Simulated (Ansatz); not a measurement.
# CH₅OSn+ (SMILES [CH2+][O][SnH3]): single points off equilibrium

A test off equilibrium: a structure displaced at random from a GFN2-xTB minimum is computed at several levels, and each is set against CCSD(T).

Computed with Ansatz 0.2.0, Gaussian basis. Level: single points in def2-TZVPP.

Correlated methods freeze the cores. Filled d shells of the heavier atoms are correlated. Core potentials replace the inner electrons past krypton, and spin-orbit coupling is left out.

## 1. The system as given

8 atoms, charge 1, spin multiplicity 1.

Atoms are counted from 1 here; the program's logs count them from 0.

Bond lengths: C1–O2 1.212 Å, C1–H4 1.123 Å, C1–H5 1.082 Å, O2–Sn3 2.328 Å, Sn3–H6 1.654 Å, Sn3–H7 1.698 Å, Sn3–H8 1.708 Å. Angles: O2–C1–H4 119.0°, O2–C1–H5 123.8°, H4–C1–H5 117.2°, C1–O2–Sn3 142.3°, O2–Sn3–H6 91.6°, O2–Sn3–H7 101.0°, O2–Sn3–H8 89.4°, H6–Sn3–H7 120.5°, H6–Sn3–H8 119.6°, H7–Sn3–H8 118.4°.

Geometry (Å):

```xyz
8

C    -0.30050    0.87390   -1.46900
O    -0.60630    0.21100   -0.50160
Sn    0.29070   -0.81050    1.38800
H    -1.11060    1.25170   -2.14940
H     0.71750    1.15020   -1.71170
H    -0.65170    0.10790    2.38980
H     1.94070   -0.45990    1.19470
H    -0.29190   -2.31540    0.82790
```

## 2. CCSD(T)/def2-TZVPP

File run/in.yaml:

```yaml
crystal:
  periodic: [false, false, false]
  atoms:
    - {symbol: C, position_ang: [-0.300500, 0.873900, -1.469000]}
    - {symbol: O, position_ang: [-0.606300, 0.211000, -0.501600]}
    - {symbol: Sn, position_ang: [0.290700, -0.810500, 1.388000]}
    - {symbol: H, position_ang: [-1.110600, 1.251700, -2.149400]}
    - {symbol: H, position_ang: [0.717500, 1.150200, -1.711700]}
    - {symbol: H, position_ang: [-0.651700, 0.107900, 2.389800]}
    - {symbol: H, position_ang: [1.940700, -0.459900, 1.194700]}
    - {symbol: H, position_ang: [-0.291900, -2.315400, 0.827900]}
basis:
  gaussian: {orbitals: def2-TZVPP}
total_charge: 1
correlation: {method: ccsd_t}
output: {forces: true}
```

The command line of these runs was not kept.

## 3. PBE0-D4/def2-TZVPP

run/in.yaml, as its differences from that of step 2:

```diff
@@ -14,3 +14,3 @@
 total_charge: 1
-correlation: {method: ccsd_t}
-output: {forces: true}
+hamiltonian: {xc: pbe0, dispersion: d4}
+output: {forces: true, orbitals: {seedname: orbitals}}
```

## 4. wB97M-V/def2-TZVPP

run/in.yaml, as its differences from that of step 3:

```diff
@@ -14,3 +14,3 @@
 total_charge: 1
-hamiltonian: {xc: pbe0, dispersion: d4}
-output: {forces: true, orbitals: {seedname: orbitals}}
+hamiltonian: {xc: {name: wB97M-V}}
+output: {forces: true}
```

## 5. r2SCAN-D4/def2-TZVPP

run/in.yaml, as its differences from that of step 4:

```diff
@@ -14,3 +14,3 @@
 total_charge: 1
-hamiltonian: {xc: {name: wB97M-V}}
+hamiltonian: {xc: r2scan, dispersion: d4}
 output: {forces: true}
```

## 6. PBE-D4/def2-TZVPP

run/in.yaml, as its differences from that of step 5:

```diff
@@ -14,3 +14,3 @@
 total_charge: 1
-hamiltonian: {xc: r2scan, dispersion: d4}
+hamiltonian: {xc: pbe, dispersion: d4}
 output: {forces: true}
```

## 7. CAM-B3LYP-D4/def2-TZVPP

run/in.yaml, as its differences from that of step 6:

```diff
@@ -14,3 +14,3 @@
 total_charge: 1
-hamiltonian: {xc: pbe, dispersion: d4}
+hamiltonian: {xc: {name: CAM-B3LYP}, dispersion: d4}
 output: {forces: true}
```

## 8. LC-wPBE/def2-TZVPP

run/in.yaml, as its differences from that of step 7:

```diff
@@ -14,3 +14,3 @@
 total_charge: 1
-hamiltonian: {xc: {name: CAM-B3LYP}, dispersion: d4}
+hamiltonian: {xc: {name: LC-wPBE}}
 output: {forces: true}
```

(Steps that only read results are left out.)

What does the calculation give? Wanted: energy less free atoms, CCSD(T)/def2-TZVPP; RMS force component; RMS force error; HOMO and LUMO, PBE0-D4; T1 diagnostic.

As calculated:

| quantity | value |
| --- | --- |
| energy less free atoms, CCSD(T)/def2-TZVPP | -17.691 eV |
| RMS force component | 0.454 to 0.625 eV/Å over the methods |
| RMS force error | PBE0-D4 0.295, wB97M-V 0.214, r2SCAN-D4 0.186, PBE-D4 0.195, CAM-B3LYP-D4 0.288, LC-wPBE 0.288 eV/Å |
| HOMO and LUMO, PBE0-D4 | -14.13 and -7.13 eV |
| T1 diagnostic | 0.016 |

**Reading.** Against CCSD(T) the functionals' energies less atoms differ by -0.773 to -0.169 eV, PBE-D4 by -0.773 eV. CCSD(T) in triple zeta still lacks some correlation energy of the bonds, so part of these gaps is its own basis error and they don't rank the functionals. For forces r2SCAN-D4 does best and PBE0-D4 worst. Frozen-core CCSD(T) forces in triple zeta carry basis errors of their own, and this is one geometry, so small gaps rank nothing.
